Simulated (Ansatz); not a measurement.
# ClGaH4: the cost of one run

Program: Ansatz 0.2.0. Level of theory: RKS PBE0-D4/def2-SVP. These are calculated values, not measurements.

### Step 1. The system as given

Bond lengths: Ga1–H3 1.570 Å, Ga1–H4 1.570 Å, Ga1–Cl5 2.540 Å. Angles: H3–Ga1–H4 120.0°, H3–Ga1–Cl5 97.0°, H4–Ga1–Cl5 101.2°.

Coordinates:

```xyz
6

Ga    0.0000    0.0000    0.0000
H     0.0000    0.0000    1.9200
H     1.3596    0.0000   -0.7850
H    -1.3596    0.0000   -0.7850
Cl    0.1062   -2.4081    0.8009
H     0.0434   -0.9851    1.9581
```

### Step 2. Pulling towards end A

Springs on the bonds that form and break draw the guess towards this end; the thresholds are loose.

File input.yaml:

```yaml
crystal:
  periodic: [false, false, false]
  atoms:
    - { symbol: Ga, position_ang: [0.0, 0.0, 0.0] }
    - { symbol: H, position_ang: [0.0, 0.0, 1.92] }
    - { symbol: H, position_ang: [1.3596, 0.0, -0.785] }
    - { symbol: H, position_ang: [-1.3596, 0.0, -0.785] }
    - { symbol: Cl, position_ang: [0.1062, -2.4081, 0.8009] }
    - { symbol: H, position_ang: [0.0434, -0.9851, 1.9581] }
basis:
  gaussian: { orbitals: def2-SVP }
hamiltonian:
  xc: pbe0
  dispersion: d4
relax:
  f_tol: 0.15
  max_steps: 25
  restrain:
    - { distance: [0, 4], at: 3.44, k: 30.0 }
    - { distance: [5, 1], at: 1.86, k: 30.0 }
    - { distance: [0, 1], at: 1.57, k: 30.0 }
    - { distance: [5, 4], at: 1.37, k: 30.0 }
```

The run is started by

```sh
$ ansatz run input.yaml --threads 1 --pin off --max-ram 2048MiB --backend cpu --events-out ev --progress --plain --runs-dir out
```

What time and memory should one allow on 1 thread of Arm Neoverse V2, shared host?

About 14 s, with a peak of 0.14 GiB.
